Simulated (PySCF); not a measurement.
# F6Re ([ReF6]2-): the cost of one run

Computed with PySCF 2.14.0 and routines of our own; the level stands in each step. Atoms count from 0.

## 1. The starting structure

7 atoms, charge -2, states of the metal's open shell are computed; geometry from: model start, shaken.

## 2. Relaxing the molecule at PBE0-D3(BJ)/def2-TZVP

The job: settings as JSON, then the geometry in Å.

```
{"job": {"xc": "PBE0", "basis": "def2-TZVP", "d3": "d3bj", "grid": 1, "maxiter": 45, "solvent": "water", "kind": "geom"}, "charge": -2, "metal": "Re", "open_shell": "d3"}
Re     0.000020     0.004480    -0.004110
F     -0.013360    -0.006820     1.915130
F      0.000900     0.020100    -1.937380
F      1.920690     0.007350     0.005350
F     -1.928420    -0.013960    -0.000440
F      0.010430     1.909840    -0.006860
F     -0.028520    -1.949340    -0.027630
```

Started as:

```bash
OMP_NUM_THREADS=1 python lf_run.py task.json out
```

One launch serves the whole session: the jobs run in the order shown.

Q: Estimate the wall time and peak memory of this first job on 1 thread of Arm Neoverse V1, shared host.

About 3.3 min, with a peak of 1.4 GiB.
